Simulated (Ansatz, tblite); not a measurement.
# The cluster Sn₂₄AsH₃₄−: a ladder of methods and basis sets

The task here is to estimate one member of a computed series from the others.

The runs use Ansatz 0.2.0, Gaussian basis; as each input shows.

The runs, in order: GFN1-xTB, GFN2-xTB, PBE-D4/def2-TZVP, r2SCAN-D4/def2-TZVP, revPBE-D4/def2-TZVP, PBE-D4/def2-SVP, PBE0-D4/def2-SVP, MP2/def2-SVP, RPA/def2-SVP.

3 further runs of the same task are left out: 2 for a known fault of the program, 1 set aside as unsound or not needed. Runs told in other sessions of the task aren't counted.

## The structure

The singlet was relaxed beforehand with r2SCAN-D4/def2-SVP.

59 atoms, charge -1, spin multiplicity 1.

Bond lengths: Sn1–Sn13 2.821 Å, Sn1–Sn17 2.824 Å, Sn1–H26 1.732 Å, Sn1–H27 1.726 Å, Sn2–Sn16 2.792 Å, Sn2–Sn18 2.810 Å, Sn2–H28 1.727 Å, Sn2–H29 1.726 Å, Sn3–Sn14 2.814 Å, Sn3–Sn19 2.805 Å, Sn3–Sn20 2.829 Å, Sn3–H30 1.737 Å, Sn4–Sn16 2.812 Å, Sn4–Sn19 2.805 Å, Sn4–Sn21 2.824 Å, Sn4–H31 1.735 Å, As5–Sn13 2.635 Å, As5–Sn14 2.632 Å and more. Angles: Sn13–Sn1–Sn17 117.7°, Sn13–Sn1–H26 105.8°, Sn13–Sn1–H27 107.5°, Sn17–Sn1–H26 109.4°, Sn17–Sn1–H27 110.6°, H26–Sn1–H27 105.1°, Sn16–Sn2–Sn18 103.3°, Sn16–Sn2–H28 114.5°, Sn16–Sn2–H29 110.8°, Sn18–Sn2–H28 108.5°, Sn18–Sn2–H29 113.5°, H28–Sn2–H29 106.3°, Sn14–Sn3–Sn19 102.0°, Sn14–Sn3–Sn20 113.1°, Sn14–Sn3–H30 105.6°, Sn19–Sn3–Sn20 110.5°, Sn19–Sn3–H30 108.3°, Sn20–Sn3–H30 116.2° and more.

Sn takes a core potential in the def2 sets. No spin-orbit coupling is included. The ion is computed in the gas phase, without counter-ions or solvent.

PBE0-D4/def2-TZVP was run before; its log isn't repeated, and its numbers join the tables.

The first run:

Tight binding, by tblite at 300 K electronic temperature and without a spin-polarisation term:

```python
tblite.interface.Calculator('GFN1-xTB', numbers, positions, charge=-1, uhf=0).singlepoint()
```

Tight binding, by tblite at 300 K electronic temperature and without a spin-polarisation term:

```python
tblite.interface.Calculator('GFN2-xTB', numbers, positions, charge=-1, uhf=0).singlepoint()
```

start.molden holds the orbitals of an earlier run on this state, given as this run's starting guess.

The input, in.yaml:

```yaml
crystal:
  periodic: [false, false, false]
  atoms:
    - {symbol: Sn, position_ang: [-2.340605, -4.118869, 1.776574]}
    - {symbol: Sn, position_ang: [0.903075, -4.212745, -1.711260]}
    - {symbol: Sn, position_ang: [-2.100668, 2.225059, -4.509189]}
    - {symbol: Sn, position_ang: [1.080926, -0.861689, -4.994316]}
    - {symbol: As, position_ang: [-1.600796, -1.088756, -1.595649]}
    - {symbol: Sn, position_ang: [-1.449985, 1.075226, 1.498419]}
    - {symbol: Sn, position_ang: [0.737003, -0.740370, 1.680358]}
    - {symbol: Sn, position_ang: [1.008913, 1.980999, -1.150125]}
    - {symbol: Sn, position_ang: [-2.006677, -1.275435, 5.184339]}
    - {symbol: Sn, position_ang: [1.035634, 2.217558, 4.874834]}
    - {symbol: Sn, position_ang: [4.097792, -1.073960, -1.764214]}
    - {symbol: Sn, position_ang: [4.431450, 2.383563, 1.794493]}
    - {symbol: Sn, position_ang: [-3.233524, -2.906055, -0.609086]}
    - {symbol: Sn, position_ang: [-3.391833, 0.223991, -3.009268]}
    - {symbol: Sn, position_ang: [-3.473183, 0.105108, 3.240348]}
    - {symbol: Sn, position_ang: [-0.532507, -2.595246, -3.477420]}
    - {symbol: Sn, position_ang: [-0.456271, -2.710599, 3.338275]}
    - {symbol: Sn, position_ang: [2.246351, -2.359194, -0.081188]}
    - {symbol: Sn, position_ang: [-0.731596, 0.718677, -6.438471]}
    - {symbol: Sn, position_ang: [-0.285047, 3.761999, -2.977140]}
    - {symbol: Sn, position_ang: [2.568807, 0.764261, -3.228510]}
    - {symbol: Sn, position_ang: [-0.587568, 3.356940, 2.897245]}
    - {symbol: Sn, position_ang: [2.679171, 0.671755, 3.201811]}
    - {symbol: Sn, position_ang: [3.234700, 3.645949, -0.433505]}
    - {symbol: Sn, position_ang: [-0.432056, 0.561631, 6.601339]}
    - {symbol: H, position_ang: [-3.763733, -4.412459, 2.718892]}
    - {symbol: H, position_ang: [-1.741327, -5.685537, 1.369683]}
    - {symbol: H, position_ang: [2.076900, -5.231224, -2.464710]}
    - {symbol: H, position_ang: [-0.156662, -5.257799, -0.837141]}
    - {symbol: H, position_ang: [-3.370513, 3.105636, -5.303374]}
    - {symbol: H, position_ang: [2.034676, -1.845557, -6.058572]}
    - {symbol: H, position_ang: [-2.179128, 1.462322, -0.012193]}
    - {symbol: H, position_ang: [-2.951852, -2.233110, 6.273346]}
    - {symbol: H, position_ang: [1.869752, 3.410310, 5.812497]}
    - {symbol: H, position_ang: [4.899544, -2.346126, -2.623062]}
    - {symbol: H, position_ang: [5.307585, -0.346959, -0.768939]}
    - {symbol: H, position_ang: [5.804241, 1.408527, 1.405720]}
    - {symbol: H, position_ang: [5.003906, 3.468365, 3.020239]}
    - {symbol: H, position_ang: [-3.562928, -4.140807, -1.776141]}
    - {symbol: H, position_ang: [-4.738992, -2.123525, -0.285892]}
    - {symbol: H, position_ang: [-4.288056, -0.869328, -4.009348]}
    - {symbol: H, position_ang: [-4.520461, 0.857801, -1.864806]}
    - {symbol: H, position_ang: [-4.568044, -1.001115, 2.489833]}
    - {symbol: H, position_ang: [-4.450424, 1.377127, 3.885999]}
    - {symbol: H, position_ang: [-1.734553, -3.446095, -4.389731]}
    - {symbol: H, position_ang: [0.605018, -3.876476, 4.051945]}
    - {symbol: H, position_ang: [3.082210, -3.275775, 1.138875]}
    - {symbol: H, position_ang: [-1.800067, -0.262336, -7.381170]}
    - {symbol: H, position_ang: [0.099612, 1.719971, -7.576270]}
    - {symbol: H, position_ang: [0.589454, 4.628856, -4.202869]}
    - {symbol: H, position_ang: [-1.294246, 4.980099, -2.261662]}
    - {symbol: H, position_ang: [3.659456, 1.638339, -4.263592]}
    - {symbol: H, position_ang: [0.365017, 4.418331, 1.930845]}
    - {symbol: H, position_ang: [-1.923027, 4.271341, 3.491725]}
    - {symbol: H, position_ang: [3.550164, -0.482088, 4.158463]}
    - {symbol: H, position_ang: [2.873080, 5.223447, 0.191547]}
    - {symbol: H, position_ang: [4.577559, 3.922370, -1.500525]}
    - {symbol: H, position_ang: [-1.418221, 1.489342, 7.677960]}
    - {symbol: H, position_ang: [0.677655, -0.286863, 7.620234]}
basis:
  gaussian: {orbitals: def2-TZVP, fitting: {mean_field: def2-universal-jkfit}, initial_orbitals: start.molden}
total_charge: -1
hamiltonian: {xc: pbe, dispersion: d4}
scf: {omitted_lower_state_checks: [starts]}
output: {forces: true, orbitals: {seedname: orbitals}}
```

Started as:

```sh
> ansatz run in.yaml --threads 11 --pin off --events-out ev --progress --plain --max-ram 174080MiB --backend cuda --devices 0, --max-vram 75GiB
```

Among the steps run: PBE-D4/def2-TZVP; r2SCAN-D4/def2-TZVP; revPBE-D4/def2-TZVP; PBE-D4/def2-SVP; PBE0-D4/def2-SVP; MP2/def2-SVP; RPA/def2-SVP.

One of the session's tables, all rows but one given; the rest of the session is left out.

It belongs to the step «Levels side by side». 

| level | HOMO (eV) | LUMO (eV) | gap (eV) |
| --- | --- | --- | --- |
| PBE-D4/def2-SVP | -2.69 | -0.78 | 1.91 |
| PBE-D4/def2-TZVP | -2.84 | -0.92 | 1.91 |
| revPBE-D4/def2-TZVP | -2.77 | -0.83 | 1.95 |
| r2SCAN-D4/def2-TZVP | -2.96 | -0.78 | 2.18 |
| PBE0-D4/def2-SVP | -3.37 | -0.13 | 3.24 |
| PBE0-D4/def2-TZVP | ? | ? | ? |

Estimate the missing values for PBE0-D4/def2-TZVP.

The run gave: HOMO (eV): -3.48; LUMO (eV): -0.24; gap (eV): 3.24. In the column «HOMO (eV)» it is the lowest.
